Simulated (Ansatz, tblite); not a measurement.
# TiBr4: removing and adding an electron

Aim: the energy of removing and adding an electron for TiBr4, by energy differences, and how well orbital energies stand in for it.

The runs use Ansatz 0.2.0, Gaussian basis; as each input shows.

Levels to be run: charge +1 doublet, at the geometry of the singlet (PBE0-D4/def2-TZVP, PBE-D4/def2-TZVP, CAM-B3LYP-D4/def2-TZVP); charge -1 doublet, at the geometry of the singlet (PBE0-D4/def2-TZVPD, PBE-D4/def2-TZVPD, CAM-B3LYP-D4/def2-TZVPD); the starting singlet's energies come from earlier runs.

1 further run of the same task is left out (set aside as unsound or not needed).

## Step 1: The relaxed structure

The geometry is that of the singlet, from an earlier relaxation (PBE0-D4/def2-SVP).

5 atoms, charge 0, spin multiplicity 1.

Atoms are counted from 1 here; the program's logs count them from 0.

Bond lengths: Ti1–Br2 2.306 Å, Ti1–Br3 2.306 Å, Ti1–Br4 2.306 Å, Ti1–Br5 2.306 Å. Angles: Br2–Ti1–Br3 109.5°, Br2–Ti1–Br4 109.5°, Br2–Ti1–Br5 109.5°, Br3–Ti1–Br4 109.5°, Br3–Ti1–Br5 109.5°, Br4–Ti1–Br5 109.5°.

Formally the metal is d0. No spin-orbit coupling is included.

## Step 2: Charge +1 doublet at the fixed geometry, PBE0-D4/def2-TZVP

Input file in.yaml:

```yaml
crystal:
  periodic: [false, false, false]
  atoms:
    - {symbol: Ti, position_ang: [-0.000014, -0.000021, -0.000003]}
    - {symbol: Br, position_ang: [0.009818, -0.014920, 2.306417]}
    - {symbol: Br, position_ang: [2.171279, 0.009875, -0.777983]}
    - {symbol: Br, position_ang: [-1.094705, 1.885740, -0.751966]}
    - {symbol: Br, position_ang: [-1.086369, -1.880673, -0.776464]}
basis:
  gaussian: {orbitals: def2-TZVP}
total_charge: 1
magnetization: {spin_polarized: true, initial_magnetization: 1}
hamiltonian: {xc: pbe0, dispersion: d4}
scf: {omitted_lower_state_checks: [starts]}
output: {orbitals: {seedname: orbitals}}
```

On the command line:

```sh
> ansatz run in.yaml --threads 2 --pin off --events-out ev --progress --plain --max-ram 20480MiB --backend cpu
```

What it wrote:

```text
Functional definition: PBE0
  name "PBE0"
  cite "Adamo & Barone, J. Chem. Phys. 110, 6158 (1999) doi:10.1063/1.478522"
  cite "Perdew, Burke & Ernzerhof, Phys. Rev. Lett. 77, 3865 (1996) doi:10.1103/PhysRevLett.77.3865"
  parent pbe
  parameter a = 0.25
  parameter kappa = 0.804
  parameter beta = 0.06672455060314922
  exchange = (1 - a)*pbe_x(kappa = kappa, mu = beta*pi^2/3) + a*exact_x
  correlation = pbe_c(beta = beta)
these checks for a lower state are left out or cut short: starts
1702 factors; integrals over basis functions are off by at most 1.2e-3 eV
mean field evaluation 1: about -303254.0533 eV, gradient 3.7e1 eV
mean field evaluation 2: about -303230.8420 eV, gradient 7.2e1 eV
mean field evaluation 4: about -303259.2376 eV, gradient 5.8e0 eV
mean field evaluation 8: about -303259.4901 eV, gradient 3.8e-1 eV
mean field evaluation 16: about -303259.4919 eV, gradient 5.7e-3 eV
mean field evaluation 32: about -303259.5084 eV, gradient 3.9e-3 eV
mean field -303259.50837497 eV, -11144.5813761024 hartree, gradient 8.7e-6 eV, S^2 0.774971; 0 other end points of the search recorded, 0 dependent functions left out
reference -303259.50840662 eV, -11144.5813772655 hartree; 81, 80 occupied and 156, 157 virtual orbitals, 1702 factors
Total energy: -303259.76070145 eV, -11144.5906489297 hartree
Checks for a lower state left out: starts
```

Run time: 70 s. Hardware: 2 threads of AMD EPYC 7R13, shared host; peak memory 1.8 GiB.

From the report: HOMO -13.44 eV, LUMO -12.16 eV (over both spins); ⟨S²⟩ 0.775 (pure: 0.75).

## Step 3: Charge +1 doublet at the fixed geometry, PBE-D4/def2-TZVP

start.molden holds the orbitals of an earlier run on this state, given as this run's starting guess.

in.yaml: that of step 2 with these lines changed.

```diff
@@ -9,6 +9,6 @@
 basis:
-  gaussian: {orbitals: def2-TZVP}
+  gaussian: {orbitals: def2-TZVP, initial_orbitals: start.molden}
 total_charge: 1
 magnetization: {spin_polarized: true, initial_magnetization: 1}
-hamiltonian: {xc: pbe0, dispersion: d4}
+hamiltonian: {xc: pbe, dispersion: d4}
 scf: {omitted_lower_state_checks: [starts]}
```

Same command.

What it wrote:

```text
Functional definition: PBE
  name "PBE"
  cite "Perdew, Burke & Ernzerhof, Phys. Rev. Lett. 77, 3865 (1996) doi:10.1103/PhysRevLett.77.3865"
  parent pbe
  parameter kappa = 0.804
  parameter beta = 0.06672455060314922
  exchange = pbe_x(kappa = kappa, mu = beta*pi^2/3)
  correlation = pbe_c(beta = beta)
these checks for a lower state are left out or cut short: starts
1917 factors; their error is unknown
mean field evaluation 1: about -303250.2945 eV, gradient 1.2e1 eV
mean field evaluation 2: about -303250.5369 eV, gradient 3.1e-1 eV
mean field evaluation 4: about -303250.4420 eV, gradient 5.5e-2 eV
mean field evaluation 8: about -303250.4421 eV, gradient 2.0e-5 eV
mean field evaluation 16: about -303250.4421 eV, gradient 1.4e-6 eV
mean field -303250.44205078 eV, -11144.2481948340 hartree, gradient 1.4e-6 eV, S^2 0.755920; 0 other end points of the search recorded, 0 dependent functions left out
reference -303250.44209288 eV, -11144.2481963812 hartree; 81, 80 occupied and 156, 157 virtual orbitals, 1917 factors
Total energy: -303250.72838172 eV, -11144.2587173017 hartree
Checks for a lower state left out: starts
```

Run time: 14 s. Hardware: 2 threads of AMD EPYC 7R13, shared host.

From the report: HOMO -12.37 eV, LUMO -12.36 eV (over both spins); ⟨S²⟩ 0.756 (pure: 0.75).

## Step 4: Charge +1 doublet at the fixed geometry, CAM-B3LYP-D4/def2-TZVP

in.yaml: that of step 3 with these lines changed.

```diff
@@ -12,3 +12,3 @@
 magnetization: {spin_polarized: true, initial_magnetization: 1}
-hamiltonian: {xc: pbe, dispersion: d4}
+hamiltonian: {xc: {name: CAM-B3LYP}, dispersion: d4}
 scf: {omitted_lower_state_checks: [starts]}
```

Same command.

What it wrote, shortened:

```text
Functional definition: CAM-B3LYP
  name "CAM-B3LYP"
  cite "Yanai, Tew & Handy, Chem. Phys. Lett. 393, 51 (2004) doi:10.1016/j.cplett.2004.06.011"
  cite "Iikura, Tsuneda, Yanai & Hirao, J. Chem. Phys. 115, 3540 (2001) doi:10.1063/1.1383587"
  cite "Becke, Phys. Rev. A 38, 3098 (1988) doi:10.1103/PhysRevA.38.3098"
  cite "Lee, Yang & Parr, Phys. Rev. B 37, 785 (1988) doi:10.1103/PhysRevB.37.785"
  cite "Vosko, Wilk & Nusair, Can. J. Phys. 58, 1200 (1980) doi:10.1139/p80-159"
[...]
  # Exact exchange under (alpha + beta erf(omega r))/r, Becke's under what is left of 1/r.
[...]
1702 factors; integrals over basis functions are off by at most 1.2e-3 eV
343 factors; integrals over basis functions are off by at most 1.5e-5 eV
[...]
mean field -303311.28117489 eV, -11146.4839914068 hartree, gradient 2.0e-6 eV, S^2 0.796502; 0 other end points of the search recorded, 0 dependent functions left out
reference -303311.28131231 eV, -11146.4839964569 hartree; 81, 80 occupied and 156, 157 virtual orbitals, 1702 factors
Total energy: -303311.55412103 eV, -11146.4940219923 hartree
Checks for a lower state left out: starts
```

It took 90 s on 2 threads of AMD EPYC 7R13, shared host; peak memory 1.9 GiB.

HOMO -14.58 eV, LUMO -11.46 eV (over both spins); ⟨S²⟩ 0.797 (pure: 0.75).

## Step 5: Vertical ionisation energy

Charged state less starting state, singlet to doublet; the starting state's energies are those of its earlier runs.

| level | vertical ionisation energy (eV) | time |
| --- | --- | --- |
| PBE-D4/def2-TZVP | +9.95 | 18 s |
| PBE0-D4/def2-TZVP | +10.47 | 82 s |
| CAM-B3LYP-D4/def2-TZVP | +10.74 | 1.8 min |

Times add the two runs; a level without a time comes out of a correlated run.

Beside −ε(HOMO) of the starting state:

| level | −ε(HOMO) (eV) | by difference (eV) | mismatch (eV) |
| --- | --- | --- | --- |
| PBE-D4/def2-TZVP | 7.53 | 9.95 | -2.42 |
| PBE0-D4/def2-TZVP | 8.76 | 10.47 | -1.70 |
| CAM-B3LYP-D4/def2-TZVP | 10.00 | 10.74 | -0.74 |

## Step 6: Charge -1 doublet at the fixed geometry, PBE0-D4/def2-TZVPD

in.yaml: that of step 4 with these lines changed.

```diff
@@ -9,6 +9,6 @@
 basis:
-  gaussian: {orbitals: def2-TZVP, initial_orbitals: start.molden}
-total_charge: 1
+  gaussian: {orbitals: def2-TZVPD}
+total_charge: -1
 magnetization: {spin_polarized: true, initial_magnetization: 1}
-hamiltonian: {xc: {name: CAM-B3LYP}, dispersion: d4}
+hamiltonian: {xc: pbe0, dispersion: d4}
 scf: {omitted_lower_state_checks: [starts]}
```

On the command line:

```sh
> ansatz run in.yaml --threads 2 --pin off --events-out ev --progress --plain --max-ram 20480MiB --backend cuda --devices 0, --max-vram 18GiB
```

What it wrote, shortened:

```text
Functional definition: PBE0
  name "PBE0"
  cite "Adamo & Barone, J. Chem. Phys. 110, 6158 (1999) doi:10.1063/1.478522"
  cite "Perdew, Burke & Ernzerhof, Phys. Rev. Lett. 77, 3865 (1996) doi:10.1103/PhysRevLett.77.3865"
  parent pbe
[...]
1871 factors; integrals over basis functions are off by at most 1.1e-3 eV
[...]
mean field -303272.65574843 eV, -11145.0645331656 hartree, gradient 8.8e-6 eV, S^2 0.754080; 0 other end points of the search recorded, 0 dependent functions left out
reference -303272.65580376 eV, -11145.0645351990 hartree; 82, 81 occupied and 194, 195 virtual orbitals, 1871 factors
Total energy: -303272.92384178 eV, -11145.0743854144 hartree
Checks for a lower state left out: starts
```

It took 4.1 s on 1 × H100 (card shared with other runs) with 2 threads of AMD EPYC 7R13, shared host; peak host memory 0.93 GiB.

HOMO -1.40 eV, LUMO 1.77 eV (over both spins); ⟨S²⟩ 0.754 (pure: 0.75).

## Step 7: Charge -1 doublet at the fixed geometry, PBE-D4/def2-TZVPD

in.yaml: that of step 6 with these lines changed.

```diff
@@ -9,6 +9,6 @@
 basis:
-  gaussian: {orbitals: def2-TZVPD}
+  gaussian: {orbitals: def2-TZVPD, initial_orbitals: start.molden}
 total_charge: -1
 magnetization: {spin_polarized: true, initial_magnetization: 1}
-hamiltonian: {xc: pbe0, dispersion: d4}
+hamiltonian: {xc: pbe, dispersion: d4}
 scf: {omitted_lower_state_checks: [starts]}
```

Launched as before.

What it wrote:

```text
Functional definition: PBE
  name "PBE"
  cite "Perdew, Burke & Ernzerhof, Phys. Rev. Lett. 77, 3865 (1996) doi:10.1103/PhysRevLett.77.3865"
  parent pbe
  parameter kappa = 0.804
  parameter beta = 0.06672455060314922
  exchange = pbe_x(kappa = kappa, mu = beta*pi^2/3)
  correlation = pbe_c(beta = beta)
these checks for a lower state are left out or cut short: starts
2106 factors; their error is unknown
mean field evaluation 1: about -303262.1508 eV, gradient 1.2e1 eV
mean field evaluation 2: about -303262.4008 eV, gradient 3.7e-1 eV
mean field evaluation 4: about -303262.3788 eV, gradient 5.6e-2 eV
mean field evaluation 8: about -303262.3788 eV, gradient 9.9e-6 eV
mean field -303262.37881096 eV, -11144.6868626794 hartree, gradient 6.0e-6 eV, S^2 0.753775; 0 other end points of the search recorded, 0 dependent functions left out
reference -303262.37887982 eV, -11144.6868652100 hartree; 82, 81 occupied and 194, 195 virtual orbitals, 2106 factors
Total energy: -303262.68278070 eV, -11144.6980333613 hartree
Checks for a lower state left out: starts
```

Wall time 2.9 s (1 × H100 (card shared with other runs) with 2 threads of AMD EPYC 7R13, shared host); peak host memory 0.98 GiB.

HOMO 0.67 eV, LUMO 0.76 eV (over both spins); ⟨S²⟩ 0.754 (pure: 0.75). Doubts: highest occupied level lies above zero.

## Step 8: Charge -1 doublet at the fixed geometry, CAM-B3LYP-D4/def2-TZVPD

in.yaml: that of step 7 with these lines changed.

```diff
@@ -12,3 +12,3 @@
 magnetization: {spin_polarized: true, initial_magnetization: 1}
-hamiltonian: {xc: pbe, dispersion: d4}
+hamiltonian: {xc: {name: CAM-B3LYP}, dispersion: d4}
 scf: {omitted_lower_state_checks: [starts]}
```

The command is unchanged.

What it wrote, shortened:

```text
Functional definition: CAM-B3LYP
  name "CAM-B3LYP"
  cite "Yanai, Tew & Handy, Chem. Phys. Lett. 393, 51 (2004) doi:10.1016/j.cplett.2004.06.011"
  cite "Iikura, Tsuneda, Yanai & Hirao, J. Chem. Phys. 115, 3540 (2001) doi:10.1063/1.1383587"
  cite "Becke, Phys. Rev. A 38, 3098 (1988) doi:10.1103/PhysRevA.38.3098"
  cite "Lee, Yang & Parr, Phys. Rev. B 37, 785 (1988) doi:10.1103/PhysRevB.37.785"
  cite "Vosko, Wilk & Nusair, Can. J. Phys. 58, 1200 (1980) doi:10.1139/p80-159"
[...]
  # Exact exchange under (alpha + beta erf(omega r))/r, Becke's under what is left of 1/r.
[...]
1871 factors; integrals over basis functions are off by at most 1.1e-3 eV
441 factors; integrals over basis functions are off by at most 3.3e-5 eV
[...]
mean field -303325.01469944 eV, -11146.9886891251 hartree, gradient 4.5e-6 eV, S^2 0.753214; 0 other end points of the search recorded, 0 dependent functions left out
reference -303325.01484368 eV, -11146.9886944257 hartree; 82, 81 occupied and 194, 195 virtual orbitals, 1871 factors
Total energy: -303325.30472944 eV, -11146.9993475310 hartree
Checks for a lower state left out: starts
```

Run time: 4 s. Hardware: 1 × H100 (card shared with other runs) with 2 threads of AMD EPYC 7R13, shared host; peak host memory 0.93 GiB.

HOMO -2.96 eV, LUMO 2.84 eV (over both spins); ⟨S²⟩ 0.753 (pure: 0.75).

## Step 9: Vertical electron affinity

Starting state less charged state (positive: the electron is bound), singlet to doublet; the starting state's energies are those of its earlier runs.

| level | vertical electron affinity (eV) | time |
| --- | --- | --- |
| PBE-D4/def2-TZVPD | +1.95 | 4.9 s |
| PBE0-D4/def2-TZVPD | +2.65 | 6.2 s |
| CAM-B3LYP-D4/def2-TZVPD | +2.96 | 7.1 s |

Times add the two runs; a level without a time comes out of a correlated run.

Beside −ε(LUMO) of the starting state:

| level | −ε(LUMO) (eV) | by difference (eV) | mismatch (eV) |
| --- | --- | --- | --- |
| PBE-D4/def2-TZVPD | 4.47 | 1.95 | +2.52 |
| PBE0-D4/def2-TZVPD | 3.71 | 2.65 | +1.06 |
| CAM-B3LYP-D4/def2-TZVPD | 2.72 | 2.96 | -0.25 |

## Step 10: Outcome

| quantity | value |
| --- | --- |
| vertical ionisation energy, functionals in def2-TZVP | 9.95 (PBE-D4) to 10.74 eV (CAM-B3LYP-D4) |
| vertical electron affinity, functionals in def2-TZVPD | 1.95 (PBE-D4) to 2.96 eV (CAM-B3LYP-D4) |

What this shows: The vertical ionisation energy spans 9.95 to 10.74 eV over the functionals. −ε(HOMO) misses the level's own difference by -0.74 eV at best (CAM-B3LYP-D4) and -2.42 eV at worst (PBE-D4). The vertical electron affinity spans 1.95 to 2.96 eV over the functionals. The anion's highest level lies above zero where self-interaction lifts it, so diffuse functions weigh on these values. −ε(LUMO) misses the level's own difference by -0.25 eV at best (CAM-B3LYP-D4) and +2.52 eV at worst (PBE-D4). The charged states' spins were chosen beforehand and needn't be their lowest.
